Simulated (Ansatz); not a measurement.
**CH₅AlFN: a ladder of functionals and wavefunction methods**

An exercise on one series of results from a longer session: the logs are not shown, and one member is left open.

Program: Ansatz 0.2.0, Gaussian basis. Level of theory: functionals in def2-TZVPP, the program's frozen cores in correlated methods. These are calculated values, not measurements.

The runs, in order: LDA (SPW92), PBE-D4, revPBE-D4, BLYP-D4, r2SCAN-D4, B97M-V, PBE0-D4, B3LYP-D4, r2SCANh-D4, r2SCAN0-D4, HSE06-D4, BHLYP-D4, CAM-B3LYP-D4, LC-ωPBE, ωB97X-V, ωB97M-V, B2PLYP, PBE-QIDH; CCSD(T)/def2-SVP; CCSD(T)/def2-TZVPP; MP2/def2-QZVPP; extrapolation to the limit; RPA on PBE.

## Structure used throughout

All runs share one geometry, relaxed beforehand with PBE0-D4 in a triple-zeta def2 set.

9 atoms, charge 0, spin multiplicity 1.

Atoms are counted from 1 here; the program's logs count them from 0.

Bond lengths: N1–C2 1.285 Å, N1–H5 1.014 Å, N1–H6 1.022 Å, C2–Al4 2.083 Å, C2–H7 1.093 Å, F3–Al4 1.676 Å, Al4–H8 1.598 Å, Al4–H9 1.629 Å. Angles: C2–N1–H5 125.1°, C2–N1–H6 116.8°, H5–N1–H6 118.1°, N1–C2–Al4 113.7°, N1–C2–H7 113.0°, Al4–C2–H7 133.2°, C2–Al4–F3 105.6°, C2–Al4–H8 106.0°, C2–Al4–H9 92.4°, F3–Al4–H8 116.5°, F3–Al4–H9 114.6°, H8–Al4–H9 117.5°.

Set-up of the first run:

File in.yaml:

```yaml
crystal:
  periodic: [false, false, false]
  atoms:
    - {symbol: N, position_ang: [-0.145567, 1.174434, -0.849780]}
    - {symbol: C, position_ang: [0.449492, 0.041531, -0.733072]}
    - {symbol: F, position_ang: [1.370181, -1.219917, 1.832129]}
    - {symbol: Al, position_ang: [-0.064868, -1.001830, 0.994327]}
    - {symbol: H, position_ang: [-0.055079, 1.801822, -1.641204]}
    - {symbol: H, position_ang: [-0.758858, 1.453501, -0.080811]}
    - {symbol: H, position_ang: [1.093950, -0.191981, -1.584575]}
    - {symbol: H, position_ang: [-0.811356, -2.326688, 0.503695]}
    - {symbol: H, position_ang: [-0.989294, 0.222928, 1.542192]}
basis:
  gaussian: {orbitals: def2-TZVPP}
hamiltonian: {xc: lda}
output: {orbitals: {seedname: orbitals}}
```

Run with:

```bash
ansatz run in.yaml --threads 2 --pin off --events-out ev --progress --plain --max-ram 4352MiB
```

Among the steps run: LDA; PBE-D4 (GGA); revPBE-D4 (GGA); BLYP-D4 (GGA); r2SCAN-D4 (meta-GGA); B97M-V (meta-GGA); B3LYP-D4 (hybrid); r2SCANh-D4 (hybrid); r2SCAN0-D4 (hybrid); HSE06-D4 (hybrid); BHLYP-D4 (hybrid); CAM-B3LYP-D4 (range-separated); LC-ωPBE (range-separated); ωB97X-V (range-separated); ωB97M-V (range-separated); B2PLYP (double hybrid); PBE-QIDH (double hybrid).

One table of the session follows, with a row left open; its other results are not shown here.

It belongs to the step «Orbital energies across the functionals». 

```
  functional  HOMO (eV)  LUMO (eV)  gap (eV)
 LDA (SPW92)      -6.17      -3.78      2.39
      PBE-D4      -6.10      -3.55      2.55
   revPBE-D4      -6.06      -3.46      2.61
     BLYP-D4          ?          ?         ?
   r2SCAN-D4      -6.40      -3.34      3.06
      B97M-V      -6.50      -3.27      3.23
     PBE0-D4      -7.37      -2.43      4.93
    B3LYP-D4      -7.19      -2.68      4.51
  r2SCANh-D4      -6.87      -2.93      3.94
  r2SCAN0-D4      -7.57      -2.31      5.26
    HSE06-D4      -6.96      -2.82      4.14
    BHLYP-D4      -8.61      -1.18      7.42
CAM-B3LYP-D4      -8.77      -1.20      7.57
     LC-ωPBE     -10.12       0.03     10.16
     ωB97X-V      -9.79      -0.04      9.75
     ωB97M-V      -9.58      -0.14      9.44
```

Estimate the missing values for BLYP-D4.

Worked estimate for «HOMO (eV)». Against the share of exact exchange, B3LYP-D4 (0.2, -7.19), BHLYP-D4 (0.5, -8.61) give a slope of -4.73 per unit share; at 0 the line stands at -6.24.

**Answer.** HOMO (eV): -6.02; LUMO (eV): -3.40; gap (eV): 2.62. In «HOMO (eV)» the line misses by -0.22.
